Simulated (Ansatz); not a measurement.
# CaLa3: the cost of one run

Program: Ansatz 0.2.0. Level of theory: DFT PBE, scalar-relativistic, plane waves, PAW. These are calculated values, not measurements.

## Step 1: The starting structure

The structure is cubic, space group Fm-3m (No. 225). The conventional cell has a = 8.417 Å, b = 8.417 Å, c = 8.417 Å, α = 90.00°, β = 90.00°, γ = 90.00°. Ca (site symmetry m-3m) has 8 La at 3.64 Å as nearest neighbours. La (site symmetry m-3m) is surrounded by 8 La at 3.64 Å. La (site symmetry -43m) has 4 Ca at 3.64 Å and 4 La at 3.64 Å as nearest neighbours.

Coordinates:

```cif
data_structure
_symmetry_space_group_name_H-M 'P 1'
_symmetry_Int_Tables_number 1
_cell_length_a 5.9520
_cell_length_b 5.9520
_cell_length_c 5.9520
_cell_angle_alpha 60.000
_cell_angle_beta 60.000
_cell_angle_gamma 60.000
_cell_volume 149.10
loop_
_atom_site_label
_atom_site_type_symbol
_atom_site_fract_x
_atom_site_fract_y
_atom_site_fract_z
_atom_site_occupancy
Ca1 Ca 0.00000 0.00000 0.00000 1
La1 La 0.50000 0.50000 0.50000 1
La2 La 0.25000 0.25000 0.25000 1
La3 La 0.75000 0.75000 0.75000 1
```

A structure generator made this guess: species swapped into a database cell of SmMg3 (Fm-3m, No. 225), with Ca on the Sm sites and La on the Mg sites. The dimensions are guesses.

## Step 2: A first look at the guess

Input file input.yaml:

```yaml
crystal:
  lattice:
    - [0.0, 4.20872409, 4.20872409]
    - [4.20872409, 0.0, 4.20872409]
    - [4.20872409, 4.20872409, 0.0]
  atoms:
    - { symbol: Ca, position: [0.0, 0.0, 0.0] }
    - { symbol: La, position: [0.5, 0.5, 0.5] }
    - { symbol: La, position: [0.25, 0.25, 0.25] }
    - { symbol: La, position: [0.75, 0.75, 0.75] }
basis:
  ecutwfc: 420
kpoints:
  mp_grid: { grid: [4, 4, 4] }
hamiltonian:
  xc: pbe
scf:
  occupations: { method: gaussian, width: 0.1 }
  lower_state_search: "off"
output:
  forces: true
  stress: true
  eigenvalues: true
```

On the command line:

```sh
$ ansatz run input.yaml --threads 1 --pin off --max-ram 2560MiB --backend cpu --events-out ev --progress --plain --runs-dir out
```

**Question.** How long does this run take on 1 thread of Arm Neoverse V2, shared host, and how much memory does it need?

About 2.3 s, with a peak of 0.38 GiB.
